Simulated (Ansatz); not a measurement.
# Sn3Se2S: the cost of one run

Method: DFT PBE, scalar-relativistic, plane waves, PAW, in Ansatz 0.2.0.

1 further run of the same task is left out (it didn't finish).

## (1) Starting point

The structure is trigonal, space group P-3m1 (No. 164). The conventional cell has a = 4.263 Å, b = 4.263 Å, c = 10.442 Å, α = 90.00°, β = 90.00°, γ = 120.00°. Around Sn (site symmetry 3m) lie 3 Se at 3.01 Å and 3 S at 3.01 Å. Around Sn (site symmetry -3m) lie 6 Se at 3.01 Å. Se (site symmetry 3m) has 6 Sn at 3.01 Å as nearest neighbours. S (site symmetry -3m) is surrounded by 6 Sn at 3.01 Å.

Structure file:

```
Sn Se S
1.0
     4.26293    0.00000    0.00000
    -2.13147    3.69181    0.00000
     0.00000    0.00000   10.44201
Sn Se S
3 2 1
Direct
  0.66667 0.33333 0.83333
  0.00000 0.00000 0.50000
  0.33333 0.66667 0.16667
  0.33333 0.66667 0.66667
  0.66667 0.33333 0.33333
  0.00000 0.00000 0.00000
```

The start is an ordering of an alloy on its end members' structure types: elements ordered on the sites of the SnS type, S/Se on S (P-3m1, No. 164).

## (2) Probe: one point on a coarse mesh

Contents of input.yaml:

```yaml
crystal:
  lattice:
    - [4.26293282, 0.0, 0.0]
    - [-2.13146641, 3.69180811, 0.0]
    - [0.0, 0.0, 10.4420102]
  atoms:
    - { symbol: Sn, position: [0.66666667, 0.33333333, 0.83333333] }
    - { symbol: Sn, position: [0.0, 0.0, 0.5] }
    - { symbol: Sn, position: [0.33333333, 0.66666667, 0.16666667] }
    - { symbol: Se, position: [0.33333333, 0.66666667, 0.66666667] }
    - { symbol: Se, position: [0.66666667, 0.33333333, 0.33333333] }
    - { symbol: S, position: [0.0, 0.0, 0.0] }
basis:
  ecutwfc: 420
kpoints:
  mp_grid: { grid: [6, 6, 2] }
hamiltonian:
  xc: pbe
scf:
  occupations: { method: gaussian, width: 0.1 }
  lower_state_search: "off"
output:
  forces: true
  stress: true
  eigenvalues: true
```

The run is started by

```sh
$ ansatz run input.yaml --threads 1 --pin off --max-ram 2560MiB --backend cpu --events-out ev --progress --plain --runs-dir out
```

What time and memory should one allow on 1 thread of AMD EPYC 9R45 (Zen 5), shared host?

About 2.8 s, with a peak of 0.5 GiB.
